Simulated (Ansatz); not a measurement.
# CH4Si (SMILES C[SiH]) at RPA@PBE/def2-TZVP

Aim: the electronic atomisation energy of CH4Si at RPA@PBE/def2-TZVP, from 4 runs. 

The results are computed with Ansatz 0.2.0.

44 further runs of the same task are left out: 44 set aside as unsound or not needed.

## 1. The molecule

The species is CH4Si (6 atoms), meant as a singlet with charge 0. SMILES: `C[SiH]`. The coordinates come from a PBE0-D4/def2-TZVP relaxation.

Bond lengths: C1–Si2 1.892 Å, C1–H3 1.098 Å, C1–H4 1.091 Å, C1–H5 1.098 Å, Si2–H6 1.531 Å. Angles: C1–Si2–H6 94.2°, Si2–C1–H3 109.7°, Si2–C1–H4 113.8°, Si2–C1–H5 109.5°, H3–C1–H4 109.0°, H3–C1–H5 105.5°, H4–C1–H5 109.0°.

## 2. The energy at RPA@PBE/def2-TZVP

run.yaml

```yaml
crystal:
  periodic: [false, false, false]
  atoms:
    - {symbol: C, position_ang: [-0.093500, -0.366000, -0.370300]}
    - {symbol: Si, position_ang: [0.917300, 0.209800, 1.122300]}
    - {symbol: H, position_ang: [-1.156900, -0.410100, -0.102200]}
    - {symbol: H, position_ang: [0.215000, -1.335600, -0.763000]}
    - {symbol: H, position_ang: [-0.024000, 0.382000, -1.170800]}
    - {symbol: H, position_ang: [0.142200, 1.520000, 1.284000]}
basis:
  gaussian:
    orbitals: def2-TZVP
magnetization:
  spin_polarized: false
  initial_magnetization: 0
hamiltonian:
  xc: pbe
correlation:
  method: rpa
  frozen_orbitals: {C: 1, H: 0, Si: 5}
accuracy: high
```

Run with:

```bash
ansatz run run.yaml --threads 1 --pin off --max-ram 3480MiB --events-out events.jsonl --progress --plain --runs-dir runs
```

What it wrote:

```text
Warning: RAYON_NUM_THREADS=1 ignored (pool sized by the plan → 1); use --threads N
Functional definition: PBE
  name "PBE"
  parameter kappa = 0.804
  parameter beta = 0.06672455060314922
  exchange = pbe_x(kappa = kappa, mu = beta*pi^2/3)
  correlation = pbe_c(beta = beta)
1657 factors; integrals over basis functions are off by at most 3.7e-9 eV
mean field evaluation 1: about -8963.6104 eV, gradient 6.3e1 eV
mean field evaluation 2: about -8963.5971 eV, gradient 6.3e1 eV
mean field evaluation 4: about -8972.1483 eV, gradient 1.3e1 eV
mean field evaluation 8: about -8972.8539 eV, gradient 2.1e-1 eV
mean field evaluation 16: about -8972.8540 eV, gradient 8.9e-5 eV
mean field -8972.85400436 eV, -329.7463026415 hartree, gradient 7.6e-8 eV, S^2 0.000000; 0 other end points of the search recorded, 0 dependent functions left out
6 core orbitals not correlated: weight in the atoms' cores, before any rotation towards them, 1.000 or more for the frozen orbitals, at most 0.000 for the correlated occupied ones
reference -8954.30635594 eV, -329.0646891340 hartree; 6, 6 occupied and 80, 80 virtual orbitals, 1657 factors
Total energy: -8968.14766344 eV, -329.5733478024 hartree
```

Wall time 6 s (1 thread of Arm Neoverse V2, shared host); peak memory 0.32 GiB.

## 3. The C atom at the same level

run.yaml

```yaml
basis:
  gaussian:
    orbitals: def2-TZVP
crystal:
  periodic: [false, false, false]
  atoms:
    - {symbol: C, position_ang: [0.000000, 0.000000, 0.000000]}
accuracy: high
magnetization:
  spin_polarized: true
  initial_magnetization: 2
correlation:
  method: rpa
  frozen_orbitals: {C: 1}
hamiltonian:
  xc: pbe
```

Run the same way, it converges to -37.85397 Eh (log not shown).

## 4. The H atom

in.yaml

```yaml
crystal:
  periodic: [false, false, false]
  atoms:
    - {symbol: H, position_ang: [0.000000, 0.000000, 0.000000]}
basis:
  gaussian:
    orbitals: def2-TZVP
magnetization:
  spin_polarized: true
  initial_magnetization: 1
hamiltonian:
  xc: pbe
accuracy: high
correlation:
  method: rpa
  frozen_orbitals: {H: 0}
```

Run the same way, it converges to -0.51330 Eh (log not shown).

## 5. The Si atom

job.yaml

```yaml
crystal:
  periodic: [false, false, false]
  atoms:
    - {symbol: Si, position_ang: [0.000000, 0.000000, 0.000000]}
basis:
  gaussian:
    orbitals: def2-TZVP
magnetization:
  spin_polarized: true
  initial_magnetization: 2
correlation:
  method: rpa
  frozen_orbitals: {Si: 5}
hamiltonian:
  xc: pbe
accuracy: high
```

Run with:

```bash
ansatz run job.yaml --threads 1 --pin off --max-ram 3480MiB --events-out events.jsonl --progress --plain --runs-dir runs
```

What it wrote (excerpt; [...] marks lines left out):

```text
Warning: RAYON_NUM_THREADS=1 ignored (pool sized by the plan → 1); use --threads N
[... 2 set-up lines as earlier in the session ...]
[...]
365 factors; integrals over basis functions are off by at most 3.6e-9 eV
[...]
mean field -7870.15469361 eV, -289.2228504078 hartree, gradient 2.3e-8 eV, S^2 2.003916; 5 other end points of the search recorded, 0 dependent functions left out
5 core orbitals not correlated: weight in the atoms' cores, before any rotation towards them, 1.000 or more for the frozen orbitals, at most 0.000 for the correlated occupied ones
reference -7859.80980452 eV, -288.8426827456 hartree; 3, 1 occupied and 29, 31 virtual orbitals, 365 factors
Total energy: -7863.63212518 eV, -288.9831504391 hartree
```

Run time: 2.6 s. Hardware: 1 thread of Arm Neoverse V2, shared host; peak memory 0.1 GiB.

## 6. Summary of results

At RPA@PBE/def2-TZVP, 6 core orbitals frozen:

| quantity | value |
| --- | --- |
| molecule: total energy | -329.57335 Eh |
| molecule: RPA correlation energy (valence) | -508.7 mEh |
| C atom: total energy | -37.85397 Eh |
| C atom: RPA correlation energy (valence) | -165.8 mEh |
| C atom: ⟨S²⟩ of the reference determinant | 2.003 |
| H atom: total energy | -0.51330 Eh |
| H atom: RPA correlation energy | -13.9 mEh |
| H atom: ⟨S²⟩ of the reference determinant | 0.750 |
| Si atom: total energy | -288.98315 Eh |
| Si atom: RPA correlation energy (valence) | -140.5 mEh |
| Si atom: ⟨S²⟩ of the reference determinant | 2.004 |
| electronic atomisation energy | 18.586 eV |

In words: Taking the molecule apart into free atoms costs 18.59 eV (1793 kJ/mol), before zero-point energy and without spin-orbit coupling.
